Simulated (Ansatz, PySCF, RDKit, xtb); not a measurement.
**Isomers of C4H9ClO2S, a sample narrowed down**

A sample of isomers of C4H9ClO2S is drawn. Aim: find which of them has the lowest free energy at 298.15 K, then its properties. The sample is small against all isomers, and the most stable one of this formula need not be in it.

The funnel: GFN2-xTB relaxations, single points with a density functional, relaxations at r2SCAN-D4/def2-SVP, harmonic vibrations (at GFN2-xTB), and a last energy at a higher level. All values are calculated.

## 1. Candidates

Isomers were taken from a list of plausible structures; this is a sample, not all of them. That gives 4 candidates.

```csv
label,SMILES,spin
c558,CCCCS(=O)(=O)Cl,singlet
c648,CC[C@H](C)S(=O)(=O)Cl,singlet
c759,CC(C)(C)S(=O)(=O)Cl,singlet
c775,CC(C)CS(=O)(=O)Cl,singlet
```

Candidates are built by distance geometry, with a force field where one applies, in up to four conformers (letters a to d).

Q: Predict the outcome of this search (final energies at CCSD(T)/def2-SVP + MP2/def2-TZVPP - MP2/def2-SVP).

| quantity | value |
| --- | --- |
| lowest structure found | CC(C)(C)S(=O)(=O)Cl, singlet |
| next finalist | CC[C@H](C)S(=O)(=O)Cl, singlet, 4.4 kcal/mol higher in G |
| share at equilibrium, among the finalists | 99.9 % |
| dipole moment (PBE0/def2-SVPD) | 4.81 D |
| HOMO energy (PBE0/def2-SVPD) | -9.01 eV |
| LUMO energy (PBE0/def2-SVPD) | -2.28 eV |
| HOMO–LUMO gap (PBE0/def2-SVPD) | 6.73 eV |
| lowest excitation (TD-PBE0/def2-SVPD) | 5.10 eV (f = 0.003) |
| strongest of the states computed, same level | 7.15 eV (f = 0.101) |
| lowest triplet excitation, same level, Tamm-Dancoff | 4.43 eV |
| vertical ionisation energy | 10.95 eV |
| vertical electron affinity | 0.45 eV |
| vertical triplet less singlet | +4.54 eV |

The search ends on `CC(C)(C)S(=O)(=O)Cl`. The margin of 4.4 kcal/mol over the next finalist is beyond the usual error of the last level; it says nothing of structures that weren't ranked. GFN2-xTB, HF/STO-3G, r2SCAN-D4/def2-SVP, r2SCAN-D4/def2-SVP, relaxed, HF/def2-SVP and MP2/def2-SVP already put its bonding pattern lowest among the structures in one piece. 6 minima inside the window were never screened. Lowest found is not proven lowest: the search is finite, and each finalist counts with one conformer. Only 4 drawn patterns were tried, so whole families of isomers are missing, and the result ranks this sample alone. The lowest isomer need not be the one that is made and kept in a bottle, which depends on barriers.
